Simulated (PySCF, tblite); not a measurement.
# C₇H₁₄F₂Si: geometry, infrared bands and NMR shifts

Wanted: the infrared bands and NMR shifts of C₇H₁₄F₂Si (`C=C(C(F)F)[Si@@H](C)CCC`), by calculation.

The runs use tblite 0.8.0 and PySCF 2.14.0, with density-fitted response routines of our own; the level of theory stands in each step. All values are computed, except where a source is named. Atoms count from 0, in the outputs and in this text.

### Step 1. The molecule as given

24 atoms, charge 0, multiplicity 1; geometry from: force field or distance geometry start.

Bonds of the start (Å): C0–C1 1.34, C1–C2 1.51, C2–F3 1.36, C2–F4 1.36, C1–Si5 1.87, Si5–C6 1.86, Si5–C7 1.90, C7–C8 1.54, C8–C9 1.52, C0–H10 1.08, C0–H11 1.10, C2–H12 1.11, Si5–H13 1.49, C6–H14 1.10, C6–H15 1.09, C6–H16 1.09, C7–H17 1.10, C7–H18 1.09, C8–H19 1.09, C8–H20 1.09, C9–H21 1.10, C9–H22 1.09, C9–H23 1.09.

### Step 2. Geometry optimisation with GFN2-xTB

Job settings and geometry (Å):

```
{"job": {"kind": "relax", "xc": "GFN2-xTB", "basis": "xTB"}, "charge": 0, "multiplicity": 1}
C     -1.715600    -0.981400    -1.887900
C     -1.614300    -0.301100    -0.736000
C     -2.472500    -0.560700     0.475600
F     -3.328500    -1.596500     0.257200
F     -1.739600    -0.892600     1.568400
Si    -0.323300     1.025400    -0.478200
C     -1.039300     2.520100     0.367700
C      1.160700     0.362400     0.504300
C      1.882800    -0.835700    -0.135400
C      3.057700    -1.279100     0.712600
H     -1.083400    -0.790100    -2.743900
H     -2.478100    -1.760200    -2.008900
H     -3.099500     0.315600     0.733700
H      0.170700     1.443900    -1.818500
H     -1.381700     2.281200     1.384900
H     -0.298900     3.316800     0.463500
H     -1.894500     2.912800    -0.183200
H      0.802600     0.072500     1.500600
H      1.864700     1.185000     0.640200
H      1.194500    -1.676300    -0.249000
H      2.231200    -0.561600    -1.135400
H      3.791500    -0.467300     0.818300
H      3.570400    -2.121100     0.250300
H      2.730700    -1.592300     1.706700
```

Launch:

```sh
> OMP_NUM_THREADS=1 python probes_run.py task.json out
```

One launch serves the whole session: the jobs run in the order shown.

**Question.** This job is followed by: GFN2-xTB harmonic vibrations, gas phase; GIAO PBE0/pcSseg-1 NMR shielding, non-relativistic, gas phase. Predict these results of the whole session: strongest single infrared mode (GFN2-xTB); zero-point energy (GFN2-xTB); 13C shifts against TMS (PBE0/pcSseg-1); 1H shifts against TMS (PBE0/pcSseg-1, means over atoms taken as alike); 19F shifts against CFCl3 (PBE0/pcSseg-1); 29Si shifts against TMS (PBE0/pcSseg-1).

**Answer**, as computed:

```
                                                              quantity                                                           value
                             strongest single infrared mode (GFN2-xTB)                                           2190 cm⁻¹, 316 km/mol
                                          zero-point energy (GFN2-xTB)                                                  120.5 kcal/mol
                                13C shifts against TMS (PBE0/pcSseg-1)                 152.5, 137.6, 122.5, 22.0, 21.0, 20.9, -4.8 ppm
1H shifts against TMS (PBE0/pcSseg-1, means over atoms taken as alike)  6.59, 6.56, 6.07, 4.46, 1.43, 1.20, 1.09, 0.87, 0.60, 0.30 ppm
                              19F shifts against CFCl3 (PBE0/pcSseg-1)                                              -134.5, -146.2 ppm
                               29Si shifts against TMS (PBE0/pcSseg-1)                                                       -14.1 ppm
```

**Reading.** The optimisation took 80 steps and gained 0.122 eV; among the close pairs (by a distance rule), Si5–C6 changed most, from 1.861 to 1.901 Å. No mode is imaginary among the 66: a minimum at this level. The strongest single mode, at 2190 cm⁻¹, moves mainly H13. GFN2-xTB is a fitted tight-binding method: band positions and strengths are rough. Its intensities can rank the bands wrongly. C1 (fully substituted alkene carbon) lies farthest downfield among carbon, at 152.5 ppm; an sp2 carbon of a C=C bond. The most deshielded hydrogen is H12 (hydrogen on an allylic sp3 CH bonded to 2 F), at 6.59 ppm: its carbon carries F, an electronegative neighbour.
